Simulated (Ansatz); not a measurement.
# InB3: the cost of one run

Method: DFT PBE, scalar-relativistic, plane waves, PAW, in Ansatz 0.2.0.

## 1. Starting point

The structure is trigonal, space group R-3m (No. 166). Conventional cell: a = 6.072 Å, b = 6.072 Å, c = 8.554 Å, α = 90.00°, β = 90.00°, γ = 120.00°. Around In (site symmetry 3m) lie 6 B at 2.15 to 2.45 Å. B (site symmetry m) is surrounded by 2 B at 1.82 Å and 2 In at 2.15 to 2.45 Å.

As a file:

```
In B
1.0
     3.03582    1.75273    2.85123
    -3.03582    1.75273    2.85123
     0.00000   -3.50546    2.85123
In B
2 6
Direct
  0.26900 0.26900 0.26900
  0.73100 0.73100 0.73100
  0.79700 0.25200 0.79700
  0.79700 0.79700 0.25200
  0.25200 0.79700 0.79700
  0.20300 0.74800 0.20300
  0.74800 0.20300 0.20300
  0.20300 0.20300 0.74800
```

This is candidate A: GeP3 type (R-3m, No. 166).

(A quick probe on a coarse mesh, which set the mesh and smearing, is not shown.)

## 3. Coarse relaxation (candidate A)

Input file input.yaml:

```yaml
crystal:
  lattice:
    - [3.0358183327, 1.7527305316, 2.8512318076]
    - [-3.0358183327, 1.7527305316, 2.8512318076]
    - [0.0, -3.5054610632, 2.8512318076]
  atoms:
    - { symbol: In, position: [0.269, 0.269, 0.269] }
    - { symbol: In, position: [0.731, 0.731, 0.731] }
    - { symbol: B, position: [0.797, 0.252, 0.797] }
    - { symbol: B, position: [0.797, 0.797, 0.252] }
    - { symbol: B, position: [0.252, 0.797, 0.797] }
    - { symbol: B, position: [0.203, 0.748, 0.203] }
    - { symbol: B, position: [0.748, 0.203, 0.203] }
    - { symbol: B, position: [0.203, 0.203, 0.748] }
basis:
  ecutwfc: 420
kpoints:
  mp_grid: { grid: [6, 6, 6] }
hamiltonian:
  xc: pbe
scf:
  occupations: { method: gaussian, width: 0.1 }
  lower_state_search: "off"
output:
  forces: true
  stress: true
  eigenvalues: true
relax:
  adjacent_minimum: "off"
  f_tol: 0.04
  max_steps: 70
  cell: { stress_tol: 0.4 }
```

On the command line:

```
ansatz run input.yaml --threads 1 --pin off --max-ram 2560MiB --backend cpu --events-out ev --progress --plain --runs-dir out
```

Q: Estimate wall time and peak memory on 1 thread of an x86-64 CPU, shared host.

About 56 s, with a peak of 0.45 GiB.
